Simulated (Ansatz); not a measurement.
# Pd3I (I4/mmm) in Ansatz: equation of state

Aim: energy against volume of Pd3I in PBE, for its equilibrium volume and stiffness.

All numbers are computed with Ansatz 0.2.0; they aren't measurements. Logs are shortened: lines on timing, memory, paths and dates and some standing lists are left out, and cuts for length are marked.

### 1 Starting point

Symmetry: I4/mmm, No. 139, tetragonal system. Conventional cell: a = 4.294 Å, b = 4.294 Å, c = 7.752 Å, α = 90.00°, β = 90.00°, γ = 90.00°. I (site symmetry 4/mmm) is surrounded by 12 Pd at 2.89 to 3.04 Å. Pd (site symmetry 4/mmm) is surrounded by 8 Pd at 2.89 Å and 4 I at 3.04 Å. Around Pd (site symmetry -4m2) lie 4 I at 2.89 Å and 8 Pd at 2.89 to 3.04 Å.

The cell comes from a database or a generator and needn't be the stable form of this composition.

### 2 Single point, PBE, 16.79 Å³/atom (volume scaled by 0.94)

Contents of input.yaml:

```yaml
crystal:
  lattice:
    - [-2.1031214165, 2.1031214165, 3.7967875946]
    - [2.1031214165, -2.1031214165, 3.7967875946]
    - [2.1031214165, 2.1031214165, -3.7967875946]
  atoms:
    - { symbol: I, position: [0.0, 0.0, 0.0] }
    - { symbol: Pd, position: [0.5, 0.5, 0.0] }
    - { symbol: Pd, position: [0.25, 0.75, 0.5] }
    - { symbol: Pd, position: [0.75, 0.25, 0.5] }
hamiltonian:
  xc: pbe
  pseudopotentials: { kind: paw }
kpoints:
  mp_grid: { grid: [9, 9, 9] }
scf:
  occupations: { method: fermi_dirac, width: 0.05 }
output:
  forces: true
  stress: true
  eigenvalues: true
```

Potentials or basis: Ansatz PAW.

Run with:

```
$ ansatz run input.yaml --threads 2 --pin off --max-ram 5120MiB --backend cpu --events-out ev --progress --plain --runs-dir out
```

Log:

```text
Warning: RAYON_NUM_THREADS=2 ignored (pool sized by the plan → 2); use --threads N
Engine: ansatz 0.2.0, aarch64-unknown-linux-gnu
Pseudopotentials: kind: paw
Pseudopotential: I, paw, valence charge 17, recommended cutoff 420 eV (normal), I.paw.azcp
Pseudopotential: Pd, paw, valence charge 18, recommended cutoff 420 eV (normal), Pd.paw.azcp
Functional definition: PBE
  parameter kappa = 0.804
  parameter beta = 0.06672455060314922
  exchange = pbe_x(kappa = kappa, mu = beta*pi^2/3)
  correlation = pbe_c(beta = beta)
Crystal: 4 atoms, lattice volume = 67.175 Å³
Basis set: ecut = 420 eV, 1281 PW (Γ), exchange–correlation on 72×72×72 points (8 copies of the dense FFT grid, shifted against one another)
Bands: 43, of which v1, the nominal top of the filled ones, is band 36 counted from 1 (35 counted from 0)
Symmetry: 16 space group operations
Space group: I4/mmm (ITA 139), of the structure as read, at distance tolerance 4.1e-5 Å
k-points: 75 of 729
Non-local potential: I, projectors of the file, l = 0: 2, l = 1: 2, l = 2: 2, l = 3: 2
Non-local potential: Pd, projectors of the file, l = 0: 2, l = 1: 2, l = 2: 2, l = 3: 1
PAW form: soft (Blöchl's): semilocal exchange-correlation on the pseudo side does not see the compensation charge
PAW one-centre angular grid: I, 590 points (default); XC on 64 Gauss nodes
PAW one-centre angular grid: Pd, 590 points (default); XC on 64 Gauss nodes
Initial density: superposition of atomic densities (neutral atoms: chi_scale 0, normalization atom), corrected by the library's trained network
Initial wavefunctions: pseudopotential atomic-orbital guess
Functional: x = pbe(κ = 0.804, μ = 0.2195149727645171), c = pbe(β = 0.06672455060314922)
SCF iter   1: F=—  HF=-28430.667922 eV  |F-HF|=—  |Δ(HF+E_count)|=         —  Δρ=5.62e-3  dr2=6.21e-3  ethr=1.77e-3  ⟨swp⟩=6.8  Hψ=13385  notcnv=0  defer=21
preconditioner: auto → Kerker (q_TF=auto, 2.754 Å⁻¹)  [metal: Δε(μ)=0.015 eV  Ē_g=8.858 eV  σ=0.050 eV  W_gap=0.07  n_scr=22 (ndim 8)  ℏωp=27.6 eV  f_vac=0.000  D(μ)=2.38/eV (n_scr^D=14)]
SCF iter   2: F=—  HF=-28430.668574 eV  |F-HF|=—  |Δ(HF+E_count)|=   6.52e-4  Δρ=3.00e-3  dr2=1.75e-3  ethr=8.75e-6  ⟨swp⟩=2.0  Hψ=4710  notcnv=0  defer=85
SCF iter   3: F=—  HF=-28430.668567 eV  |F-HF|=—  |Δ(HF+E_count)|=   6.53e-6  Δρ=4.19e-4  dr2=1.52e-4  ethr=2.47e-6  ⟨swp⟩=2.1  Hψ=5472  notcnv=0  defer=85
SCF iter   4: F=—  HF=-28430.668549 eV  |F-HF|=—  |Δ(HF+E_count)|=   1.84e-5  Δρ=1.59e-4  dr2=2.33e-5  ethr=2.14e-7  ⟨swp⟩=2.4  Hψ=4210  notcnv=0  defer=85
SCF iter   5: F=—  HF=-28430.668541 eV  |F-HF|=—  |Δ(HF+E_count)|=   8.44e-6  Δρ=3.33e-5  dr2=8.14e-7  ethr=3.28e-8  ⟨swp⟩=2.0  Hψ=4266  notcnv=0  defer=85
SCF iter   6: F=-28430.668540 eV  HF=-28430.668540 eV  |F-HF|=3.93e-8  |Δ(HF+E_count)|=   2.66e-8  Δρ=1.20e-5  dr2=9.43e-8  ethr=1.41e-10  ⟨swp⟩=10.1  Hψ=14017  notcnv=0
SCF 1 converged in 6 iterations: F = -28430.668540 eV  dr2 = 9.43e-8
SCF converged after 6 iterations
Free energy (F): -28430.668540 eV
Harris-Foulkes:  -28430.668540 eV  (|F-HF|=3.93e-8)
Internal energy: -28430.649198 eV  (E = F + TS)
E sigma→0 (E₀):  -28430.658869 eV
Entropy (-TS):   -0.019342 eV (-4.835 meV/atom)
Fermi energy:    18.822076 eV
--- Per-component energies (eV) ---
  E_band       = -670.475648
  E_kinetic    = 1741.446012
  E_local      = -6787.102620  (includes V_loc(G=0)·N_el)
  E_nonlocal   = 564.407276
  E_hartree    = 2992.783356
  E_xc         = -636.396314
  E_vxc        = -766.687085  (∫ρ·V_xc dr)
  E_paw        = -16069.699462  (= ΣΔE_a)
  E_vpaw       = -1408.125293  (= ΣTr[D̂ρ^β])
  E_aug_tail   = 0.000617  (compensation charges beyond the density's cutoff)
  E_ewald      = -10236.088062
  E_smearing   = -0.019342  (= −TS)
  E_closure    = 0.000000  (closes the sum)
  Σ components = -28430.668540   (vs F -28430.668540, Δ=0.00e0)
--- Forces (eV/Å), atoms counted from 1 ---
  atom   1  I     -0.00000000     0.00000000     0.00000000
  atom   2  Pd     0.00000000     0.00000000    -0.00000000
  atom   3  Pd     0.00000000     0.00000000     0.00000000
  atom   4  Pd     0.00000000     0.00000000     0.00000000
  max |Σ_I F_I| component: 2.78e-17 eV/Å
--- Stress (GPa, compression-positive) ---
        7.925069      -0.000000      -0.000000
       -0.000000       7.925069       0.000000
        0.000000       0.000000       7.969328
  P = ⅓ Tr σ = 7.9398 GPa (79.398 kbar)
--- Band table (eV; the first three rows and the last of 75) ---
  k-point 0: bands = ["-65.1799", "-65.1656", "-64.9821", "-31.0471", "-31.0099", "-30.9601", "-30.9601", "-30.8907", "-30.8907", "-30.7538", "-30.7538", "-30.7031", "-28.5306", "-28.5294", "-28.5288", "-28.5263", "-28.5263", "3.3052", "12.5820", "12.7922", "12.7922", "14.0140", "14.4711", "15.6430", "15.7057", "15.7057", "16.4503", "17.0249", "17.1754", "17.2790", "17.3242", "17.3242", "17.5525", "17.8194", "18.3336", "18.8306", "18.8306", "23.7501", "23.7501", "24.0756", "25.5861", "25.8064", "25.8867"]
  k-point 1: bands = ["-65.1790", "-65.1663", "-64.9823", "-31.0444", "-31.0148", "-30.9634", "-30.9489", "-30.8989", "-30.8871", "-30.7574", "-30.7526", "-30.7026", "-28.5307", "-28.5292", "-28.5286", "-28.5266", "-28.5263", "3.3896", "12.2870", "12.6276", "12.8114", "14.1616", "14.6613", "15.6304", "15.6415", "15.7044", "16.4085", "16.7983", "17.0567", "17.1039", "17.1419", "17.3315", "17.6968", "18.2485", "18.4589", "18.9754", "19.3044", "22.5267", "23.1641", "23.8734", "25.6846", "25.9423", "27.0188"]
  k-point 2: bands = ["-65.1767", "-65.1682", "-64.9828", "-31.0370", "-31.0262", "-30.9721", "-30.9210", "-30.9204", "-30.8788", "-30.7649", "-30.7496", "-30.7016", "-28.5308", "-28.5291", "-28.5281", "-28.5274", "-28.5263", "3.5925", "11.5928", "12.7248", "12.8584", "14.5192", "15.0182", "15.2965", "15.6686", "15.7206", "15.8892", "16.7278", "16.9838", "17.0078", "17.0131", "17.1822", "17.5486", "18.1451", "18.8896", "19.3958", "20.2404", "21.3894", "22.6187", "23.9899", "24.1751", "26.1563", "29.1296"]
  k-point 74: bands = ["-65.1778", "-65.1661", "-64.9837", "-31.0287", "-31.0041", "-30.9788", "-30.9764", "-30.8782", "-30.8752", "-30.7500", "-30.7497", "-30.7265", "-28.5329", "-28.5293", "-28.5287", "-28.5275", "-28.5275", "3.7123", "11.3291", "13.2241", "13.6424", "14.2465", "14.6092", "14.6652", "14.6882", "15.1286", "16.3588", "16.4770", "16.8144", "17.0105", "17.1497", "17.3541", "18.0567", "18.0631", "18.1011", "18.2733", "20.6575", "22.4683", "23.8391", "25.7462", "25.7632", "28.7112", "29.1501"]
```

Wall time 4.7 s (2 threads of Arm Neoverse V2, shared host); peak memory 0.45 GiB.

What came out:

* Free energy: -28430.6685 eV
* Pressure: 7.9 GPa
* Band gap on the k mesh: none (metal or under the smearing width)

Caveat: an odd number of electrons without spin polarisation forces a metal; a magnetic or distorted state may lie lower.

### 3 Single point, PBE, 17.15 Å³/atom (volume scaled by 0.96)

Changes to input.yaml since step 2:

```diff
@@ -2,5 +2,5 @@
   lattice:
-    - [-2.1031214165, 2.1031214165, 3.7967875946]
-    - [2.1031214165, -2.1031214165, 3.7967875946]
-    - [2.1031214165, 2.1031214165, -3.7967875946]
+    - [-2.1179326187, 2.1179326187, 3.8235264164]
+    - [2.1179326187, -2.1179326187, 3.8235264164]
+    - [2.1179326187, 2.1179326187, -3.8235264164]
   atoms:
```

Potentials or basis: Ansatz PAW.

Run with:

```
$ ansatz run input.yaml --threads 2 --pin off --max-ram 5120MiB --backend cpu --events-out ev --progress --plain --runs-dir out
```

Wall time 4.7 s (2 threads of Arm Neoverse V2, shared host); peak memory 0.46 GiB.

The run converged. Its results:

| Item | Value |
| --- | --- |
| Free energy | -28430.7252 eV |
| Pressure | 4.8 GPa |
| Band gap on the k mesh | none (metal or under the smearing width) |

Caveat: an odd number of electrons without spin polarisation forces a metal; a magnetic or distorted state may lie lower.

### 4 Single point, PBE, 17.51 Å³/atom (volume scaled by 0.98)

Changes to input.yaml since step 3:

```diff
@@ -2,5 +2,5 @@
   lattice:
-    - [-2.1179326187, 2.1179326187, 3.8235264164]
-    - [2.1179326187, -2.1179326187, 3.8235264164]
-    - [2.1179326187, 2.1179326187, -3.8235264164]
+    - [-2.1325395121, 2.1325395121, 3.8498963974]
+    - [2.1325395121, -2.1325395121, 3.8498963974]
+    - [2.1325395121, 2.1325395121, -3.8498963974]
   atoms:
@@ -21 +21,5 @@
   eigenvalues: true
+  write_density: true
+  write_potential: true
+  elf: true
+  volumetric_format: npy
```

Run with:

```
$ ansatz run input.yaml --threads 2 --pin off --max-ram 5120MiB --backend cpu --events-out ev --progress --plain --runs-dir out
```

Wall time 6.9 s (2 threads of Arm Neoverse V2, shared host); peak memory 0.46 GiB.

Results (log left out):

```yaml
Free_energy: -28430.7558 eV
Pressure: 2.1 GPa
Band_gap_on_the_k_mesh: none (metal or under the smearing width)
```

Caveat: an odd number of electrons without spin polarisation forces a metal; a magnetic or distorted state may lie lower.

### 5 Single point, PBE, 17.87 Å³/atom

Changes to input.yaml since step 4:

```diff
@@ -2,5 +2,5 @@
   lattice:
-    - [-2.1325395121, 2.1325395121, 3.8498963974]
-    - [2.1325395121, -2.1325395121, 3.8498963974]
-    - [2.1325395121, 2.1325395121, -3.8498963974]
+    - [-2.146949, 2.146949, 3.87591]
+    - [2.146949, -2.146949, 3.87591]
+    - [2.146949, 2.146949, -3.87591]
   atoms:
@@ -21,5 +21 @@
   eigenvalues: true
-  write_density: true
-  write_potential: true
-  elf: true
-  volumetric_format: npy
```

Potentials or basis: Ansatz PAW.

Run with:

```
$ ansatz run input.yaml --threads 2 --pin off --max-ram 5120MiB --backend cpu --events-out ev --progress --plain --runs-dir out
```

Log:

```text
Warning: RAYON_NUM_THREADS=2 ignored (pool sized by the plan → 2); use --threads N
[... 1 set-up line as earlier in the session ...]
[... 67 lines left out ...]
  k-point 1: bands = ["-66.4886", "-66.4794", "-66.3243", "-32.3385", "-32.3161", "-32.2597", "-32.2482", "-32.2090", "-32.1999", "-32.0930", "-32.0895", "-32.0498", "-29.8702", "-29.8685", "-29.8678", "-29.8660", "-29.8658", "2.2645", "11.2254", "11.5593", "11.7201", "13.0975", "13.5631", "14.4295", "14.4597", "14.4960", "15.1317", "15.3350", "15.7228", "15.7765", "15.8115", "15.9742", "16.2723", "16.7990", "16.9811", "17.4088", "17.6854", "20.9921", "21.5327", "22.3121", "23.9618", "24.2604", "25.2293"]
  k-point 2: bands = ["-66.4869", "-66.4808", "-66.3246", "-32.3324", "-32.3244", "-32.2670", "-32.2263", "-32.2260", "-32.1936", "-32.0986", "-32.0875", "-32.0487", "-29.8702", "-29.8684", "-29.8675", "-29.8665", "-29.8657", "2.4360", "10.5707", "11.6341", "11.7465", "13.4353", "13.8845", "14.1270", "14.4792", "14.5095", "14.6729", "15.4360", "15.6276", "15.6619", "15.6895", "15.7995", "16.1316", "16.7050", "17.3514", "17.7960", "18.5495", "19.9626", "20.9669", "22.3226", "22.5936", "24.4481", "27.2874"]
  k-point 74: bands = ["-66.4878", "-66.4793", "-66.3253", "-32.3268", "-32.3085", "-32.2715", "-32.2699", "-32.1928", "-32.1906", "-32.0874", "-32.0871", "-32.0674", "-29.8716", "-29.8686", "-29.8678", "-29.8665", "-29.8665", "2.5317", "10.2988", "12.0885", "12.4555", "13.1727", "13.5082", "13.5562", "13.5588", "13.9954", "15.0895", "15.2087", "15.4890", "15.6877", "15.8010", "15.9968", "16.6212", "16.6300", "16.6664", "16.8199", "18.9647", "20.7037", "22.1096", "23.9973", "24.0043", "26.9866", "27.3997"]
```

It took 5.3 s on 2 threads of Arm Neoverse V2, shared host; peak memory 0.46 GiB.

What came out:

```yaml
Free_energy: -28430.7636 eV
Pressure: -0.3 GPa
Band_gap_on_the_k_mesh: none (metal or under the smearing width)
```

Caveat: an odd number of electrons without spin polarisation forces a metal; a magnetic or distorted state may lie lower.

### 6 Single point, PBE, 18.22 Å³/atom (volume scaled by 1.02)

Changes to input.yaml since step 5:

```diff
@@ -2,5 +2,5 @@
   lattice:
-    - [-2.146949, 2.146949, 3.87591]
-    - [2.146949, -2.146949, 3.87591]
-    - [2.146949, 2.146949, -3.87591]
+    - [-2.1611676197, 2.1611676197, 3.9015790262]
+    - [2.1611676197, -2.1611676197, 3.9015790262]
+    - [2.1611676197, 2.1611676197, -3.9015790262]
   atoms:
```

Potentials or basis: Ansatz PAW.

Run with:

```
$ ansatz run input.yaml --threads 2 --pin off --max-ram 5120MiB --backend cpu --events-out ev --progress --plain --runs-dir out
```

Run time: 5.4 s. Hardware: 2 threads of Arm Neoverse V2, shared host; peak memory 0.46 GiB.

Results (log left out):

```yaml
Free_energy: -28430.7515 eV
Pressure: -2.4 GPa
Band_gap_on_the_k_mesh: none (metal or under the smearing width)
```

Caveat: an odd number of electrons without spin polarisation forces a metal; a magnetic or distorted state may lie lower.

### 7 Single point, PBE, 18.58 Å³/atom (volume scaled by 1.04)

Changes to input.yaml since step 6:

```diff
@@ -2,5 +2,5 @@
   lattice:
-    - [-2.1611676197, 2.1611676197, 3.9015790262]
-    - [2.1611676197, -2.1611676197, 3.9015790262]
-    - [2.1611676197, 2.1611676197, -3.9015790262]
+    - [-2.1752015689, 2.1752015689, 3.9269146649]
+    - [2.1752015689, -2.1752015689, 3.9269146649]
+    - [2.1752015689, 2.1752015689, -3.9269146649]
   atoms:
@@ -21 +21,5 @@
   eigenvalues: true
+  write_density: true
+  write_potential: true
+  elf: true
+  volumetric_format: npy
```

Run with:

```
$ ansatz run input.yaml --threads 2 --pin off --max-ram 5120MiB --backend cpu --events-out ev --progress --plain --runs-dir out
```

It took 7.7 s on 2 threads of Arm Neoverse V2, shared host; peak memory 0.47 GiB.

It converged, with:

```
Free energy            : -28430.7220 eV
Pressure               : -4.2 GPa
Band gap on the k mesh : none (metal or under the smearing width)
```

Caveat: an odd number of electrons without spin polarisation forces a metal; a magnetic or distorted state may lie lower.

### 8 Single point, PBE, 18.94 Å³/atom (volume scaled by 1.06)

Changes to input.yaml since step 7:

```diff
@@ -2,5 +2,5 @@
   lattice:
-    - [-2.1752015689, 2.1752015689, 3.9269146649]
-    - [2.1752015689, -2.1752015689, 3.9269146649]
-    - [2.1752015689, 2.1752015689, -3.9269146649]
+    - [-2.1890567295, 2.1890567295, 3.9519275346]
+    - [2.1890567295, -2.1890567295, 3.9519275346]
+    - [2.1890567295, 2.1890567295, -3.9519275346]
   atoms:
@@ -21,5 +21 @@
   eigenvalues: true
-  write_density: true
-  write_potential: true
-  elf: true
-  volumetric_format: npy
```

Run with:

```
$ ansatz run input.yaml --threads 2 --pin off --max-ram 5120MiB --backend cpu --events-out ev --progress --plain --runs-dir out
```

It took 5.5 s on 2 threads of Arm Neoverse V2, shared host; peak memory 0.47 GiB.

Results (log left out):

| Item | Value |
| --- | --- |
| Free energy | -28430.6772 eV |
| Pressure | -5.8 GPa |
| Band gap on the k mesh | none (metal or under the smearing width) |

Caveat: an odd number of electrons without spin polarisation forces a metal; a magnetic or distorted state may lie lower.

### 9 Equation of state, PBE

Potentials or basis: Ansatz PAW.

No new run: the results of the series are fitted here.

Results:

```
Equilibrium volume                        : 17.82 Å³/atom
Bulk modulus at fixed shape and positions : 113 GPa
Pressure derivative of the bulk modulus   : 5.7
```

Energy against volume, from the lowest point:
```csv
volume (Å³/atom),energy (meV/atom)
16.794,23.77
17.151,9.61
17.508,1.96
17.866,0.00
18.223,3.03
18.580,10.42
18.938,21.61
```

Caveat: the cell was scaled at fixed shape and fractional positions, which overstates the stiffness of a crystal with free parameters, most of all of layers and chains. The run has no spin-orbit coupling, so splittings on I are missing.
